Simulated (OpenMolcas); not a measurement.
**Ir⁶⁺ among point charges: CASSCF and CASPT2 levels and susceptibility**

Aim: the splitting of the states of Ir⁶⁺ in the field of 6 point charges, its lowest levels with spin-orbit coupling and its magnetic susceptibility.

Method: state-averaged CASSCF and CASPT2, spin-orbit coupling by RASSI with atomic mean-field integrals. Code: OpenMolcas 26.06.

### 1 The atom as given

- Species: Ir⁶⁺ (iridium, Z = 77, 71 electrons)
- Basis: ANO-RCC-VDZP [7s6p4d2f], 59 functions
- Scalar Hamiltonian: DKH2, point nucleus
- Inactive shells: 1s 2s 2p 3s 3p 3d 4s 4p 4d 4f 5s 5p
- Active space: 3 electrons in 5 orbitals (5d)
- Some configurations of this space: 5d³
- Orbitals: optimised for each spin and parity, averaged over all roots

The outer shells:

5d3
```
5d [↑ ][↑ ][↑ ][  ][  ]
```

The ion sits among 6 point charges of -1.7 e arranged as an octahedron (Oh), 2.32 Å from the ion.

Each step is its own input file, run in one work folder so that later steps find the files of earlier ones. Labels, J, g values, rates, χT and fits are worked out afterwards by a script from the matrices that RASSI stores. The input lists half of the charges; inversion (Group=XYZ) makes the rest.

### 2 GATEWAY and SEWARD: basis and integrals

The input, a.inp:

```
&GATEWAY
Coord
1

Ir 0.0 0.0 0.0
Basis=ANO-RCC-VDZP
Group=XYZ
NoMove
AngMom=0.0 0.0 0.0
AMFI
XField
3 Angstrom 0
2.320000 0.000000 0.000000 -1.700000
0.000000 2.320000 0.000000 -1.700000
0.000000 0.000000 2.320000 -1.700000
&SEWARD
```

Command:

```
> OMP_NUM_THREADS=1 MOLCAS_MEM=1689 MOLCAS_PROJECT=a pymolcas a.inp > a.log
```

### 3 CASSCF: quartets of even parity, 10 roots

The input, a.inp:

```
&RASSCF
FileOrb=start.orb
Symmetry=1
Spin=4
nActEl=3 0 0
Inactive=15 19
Ras2=5 0
CIRoot=10 10 1
SDav=10
CIMx=300
Iter=120 100
PrWF=0.3
OrbListing=Nothing
MaxOrb=0
>>> COPY $Project.JobIph JOB001
```

start.orb holds the contracted functions of the basis, ordered by shell, or the orbitals of the step before.

### 4 CASSCF: doublets of even parity, 40 roots

The input, a.inp:

```
&RASSCF
FileOrb=start.orb
Symmetry=1
Spin=2
nActEl=3 0 0
Inactive=15 19
Ras2=5 0
CIRoot=40 40 1
SDav=40
CIMx=300
Iter=120 100
PrWF=0.3
OrbListing=Nothing
MaxOrb=0
>>> COPY $Project.JobIph JOB002
```

### 5 RASSI: spin-orbit coupling between the states

The input, a.inp:

```
&RASSI
NrOfJobIphs=2 10 40
1 2 3 4 5 6 7 8 9 10
1 2 3 4 5 6 7 8 9 10 11 12 13 14 15 16 17 18 19 20 21 22 23 24 25 26 27
28 29 30 31 32 33 34 35 36 37 38 39 40
IphNames
JOB001
JOB002
EJob
SpinOrbit
DIPRint=1.0
SOCoupling=1000.0
Subsets=2
Property=9
'ANGMOM' 1 'ANGMOM' 2 'ANGMOM' 3 'MLTPL  1' 1 'MLTPL  1' 2 'MLTPL  1' 3
'AMFI' 1 'AMFI' 2 'AMFI' 3
SOProperty=3
'ANGMOM' 1 'ANGMOM' 2 'ANGMOM' 3
```

### 6 CASPT2: IPEA 0.25, imaginary shift 0.1 (closed shells correlated: 5s 5p)

The input, a.inp:

```
>>> COPY JOB001 $Project.JobIph
&CASPT2
Multistate=10 1 2 3 4 5 6 7 8 9 10
NoMult
Frozen=14 16
IPEA=0.25
Imaginary=0.1
MaxIter=60
WThr=0.0 0.3 0.05
PrWF=0.5
NoMix
>>> COPY JOB002 $Project.JobIph
&CASPT2
Multistate=40 1 2 3 4 5 6 7 8 9 10 11 12 13 14 15 16 17 18 19 20 21 22
23 24 25 26 27 28 29 30 31 32 33 34 35 36 37 38 39 40
NoMult
Frozen=14 16
IPEA=0.25
Imaginary=0.1
MaxIter=60
WThr=0.0 0.3 0.05
PrWF=0.5
NoMix
```

(Steps that only read results are left out.)

Before running it: what results should come out? Wanted: spin-free ground state; first state of the same spin within the active space; lowest level; next level.

As calculated:

```
                                            quantity                                                                        value
                                              method  SS-CASPT2, IPEA 0.25, imaginary shift 0.1 (closed shells correlated: 5s 5p)
                              spin-free ground state                                              4A2, 1-fold in its orbital part
first state of the same spin within the active space                                                             4T2 at 2590 cm⁻¹
                                        lowest level                                                                    4-fold Γ8
                                          next level                                                                  7963.5 cm⁻¹
                                         χT at 300 K                                                               0.12 cm³ K/mol
                           effective moment at 300 K                                                                      0.99 μB
```

Cost by method:

| method | time of its own steps | time with the reference |
| --- | --- | --- |
| A. CASSCF | 9.2 s | 9.2 s |
| B. SS-CASPT2, IPEA 0.25, imaginary shift 0.1, +5s 5p | 3.4 s | 13 s |

Times are of one thread on a shared host.

In words: The spin-free ground state (4A2) comes to 100 % from free-ion F terms and keeps the highest spin of the shell. χT at 300 K is 0.12, against 1.88 cm³ K/mol for the spin alone, so spin-orbit coupling lowers it. CASPT2 does not keep the components of a term degenerate, and the means are used. The field of point charges can differ much from that of real complexes. Point charges carry no covalency, so the field is a model and not that of real ligands.
